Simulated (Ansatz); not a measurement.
**CH10Si3: a ladder of functionals and wavefunction methods**

Aim: compute CH10Si3 with functionals from several rungs and with coupled cluster, and see how far each lands from CCSD(T) at the basis-set limit for the atomisation energy.

Program: Ansatz 0.2.0, Gaussian basis. Level of theory: functionals in def2-TZVPP, the program's frozen cores in correlated methods. These are calculated values, not measurements.

Plan: LDA (SPW92), PBE-D4, revPBE-D4, BLYP-D4, r2SCAN-D4, B97M-V, PBE0-D4, B3LYP-D4, r2SCANh-D4, r2SCAN0-D4, HSE06-D4, BHLYP-D4, CAM-B3LYP-D4, LC-ωPBE, ωB97X-V, ωB97M-V, B2PLYP, PBE-QIDH; CCSD(T)/def2-SVP; CCSD(T)/def2-TZVPP; MP2/def2-QZVPP; extrapolation to the limit; RPA on PBE.

**1. The relaxed structure**

An earlier PBE0-D4 in a triple-zeta def2 set relaxation fixed the geometry.

SMILES `C[SiH]([SiH3])[SiH3]`, 14 atoms, charge 0, spin multiplicity 1.

Atoms are counted from 1 here; the program's logs count them from 0.

Bond lengths: C1–Si2 1.883 Å, C1–H5 1.092 Å, C1–H6 1.092 Å, C1–H7 1.092 Å, Si2–Si3 2.340 Å, Si2–Si4 2.340 Å, Si2–H8 1.493 Å, Si3–H9 1.488 Å, Si3–H10 1.490 Å, Si3–H11 1.490 Å, Si4–H12 1.488 Å, Si4–H13 1.490 Å, Si4–H14 1.490 Å. Angles: Si2–C1–H5 110.7°, Si2–C1–H6 110.7°, Si2–C1–H7 110.7°, H5–C1–H6 108.2°, H5–C1–H7 108.2°, H6–C1–H7 108.2°, C1–Si2–Si3 111.2°, C1–Si2–Si4 111.1°, C1–Si2–H8 109.9°, Si3–Si2–Si4 108.5°, Si3–Si2–H8 108.0°, Si4–Si2–H8 108.1°, Si2–Si3–H9 110.6°, Si2–Si3–H10 111.4°, Si2–Si3–H11 110.0°, H9–Si3–H10 108.5°, H9–Si3–H11 108.3°, H10–Si3–H11 108.0° and more.

As a file:

```xyz
14
CH10Si3
C    -0.62169    1.37048   -1.25516
Si   -0.46643    0.29823    0.28460
Si    1.65427    0.51035    1.25104
Si   -0.82962   -1.95824   -0.21822
H    -1.61589    1.27186   -1.69663
H    -0.45872    2.42274   -1.01176
H     0.11527    1.07608   -2.00559
H    -1.48028    0.71555    1.29834
H     1.75494   -0.32205    2.48062
H     1.94613    1.92547    1.61369
H     2.69864    0.05517    0.29132
H    -0.71745   -2.79300    1.00877
H     0.18674   -2.43039   -1.19956
H    -2.17890   -2.17144   -0.81255
```

**2. LDA**

This LDA is Slater exchange with PW92 correlation.

File in.yaml:

```yaml
crystal:
  periodic: [false, false, false]
  atoms:
    - {symbol: C, position_ang: [-0.621692, 1.370484, -1.255163]}
    - {symbol: Si, position_ang: [-0.466429, 0.298233, 0.284597]}
    - {symbol: Si, position_ang: [1.654272, 0.510347, 1.251043]}
    - {symbol: Si, position_ang: [-0.829624, -1.958237, -0.218217]}
    - {symbol: H, position_ang: [-1.615892, 1.271857, -1.696631]}
    - {symbol: H, position_ang: [-0.458718, 2.422742, -1.011763]}
    - {symbol: H, position_ang: [0.115269, 1.076076, -2.005590]}
    - {symbol: H, position_ang: [-1.480280, 0.715554, 1.298337]}
    - {symbol: H, position_ang: [1.754945, -0.322054, 2.480616]}
    - {symbol: H, position_ang: [1.946131, 1.925469, 1.613693]}
    - {symbol: H, position_ang: [2.698636, 0.055168, 0.291324]}
    - {symbol: H, position_ang: [-0.717454, -2.793001, 1.008767]}
    - {symbol: H, position_ang: [0.186738, -2.430393, -1.199561]}
    - {symbol: H, position_ang: [-2.178903, -2.171444, -0.812552]}
basis:
  gaussian: {orbitals: def2-TZVPP}
hamiltonian: {xc: lda}
output: {orbitals: {seedname: orbitals}}
```

Further steps of the session: PBE-D4 (GGA); revPBE-D4 (GGA); BLYP-D4 (GGA); r2SCAN-D4 (meta-GGA); B97M-V (meta-GGA); PBE0-D4 (hybrid); B3LYP-D4 (hybrid); r2SCANh-D4 (hybrid); r2SCAN0-D4 (hybrid); HSE06-D4 (hybrid); BHLYP-D4 (hybrid); CAM-B3LYP-D4 (range-separated); LC-ωPBE-D4 (range-separated); ωB97X-V (range-separated); ωB97M-V (range-separated); B2PLYP (double hybrid); PBE-QIDH (double hybrid); CCSD(T) in def2-SVP; CCSD(T) in def2-TZVPP; MP2 in def2-QZVPP; RPA on PBE orbitals.

Before running them: what should the planned runs give, taken together? Wanted: atomisation energy, CCSD(T)/CBS; farthest beyond LDA; mean size of error, GGA; mean size of error, meta-GGA; mean size of error, hybrid; mean size of error, range-separated; mean size of error, double hybrid; gap, smallest and largest; T1 diagnostic.

As calculated:

| quantity | value |
| --- | --- |
| atomisation energy, CCSD(T)/CBS | 1052.6 kcal/mol |
| functionals within 5.3 kcal/mol (0.5 %) | r2SCAN-D4, B3LYP-D4, r2SCANh-D4, CAM-B3LYP-D4, ωB97M-V |
| farthest beyond LDA | revPBE-D4 (-21.5 kcal/mol) |
| mean size of error, GGA | 14.8 kcal/mol |
| mean size of error, meta-GGA | 3.3 kcal/mol |
| mean size of error, hybrid | 6.2 kcal/mol |
| mean size of error, range-separated | 6.0 kcal/mol |
| mean size of error, double hybrid | 14.6 kcal/mol |
| gap, smallest and largest | 5.52 eV (LDA (SPW92)), 12.09 eV (LC-ωPBE) |
| T1 diagnostic | 0.0125 |
| triples share of the correlation energy | 3.5 % |

The LDA atomisation energy is off by 103.6 kcal/mol (10 %): it overbinds. PBE-D4 is off by -8.7 kcal/mol. Double hybrids carry the basis error of their MP2 part in triple zeta, and no dispersion term here, so their miss is partly the set-up's. By mean error the best rung here is meta-GGA (3.3 kcal/mol) and the worst beyond LDA is GGA (14.8 kcal/mol). Misses under about 5.3 kcal/mol are within the doubt on the reference itself, which lacks core-valence correlation, relativity and higher excitations. Hartree-Fock recovers 77 % of the binding; the rest is correlation. CCSD(T) in def2-SVP is off by -62.6 kcal/mol, which most functionals beat. Orbital gaps span 5.5 to 12.1 eV; exact exchange widens them.
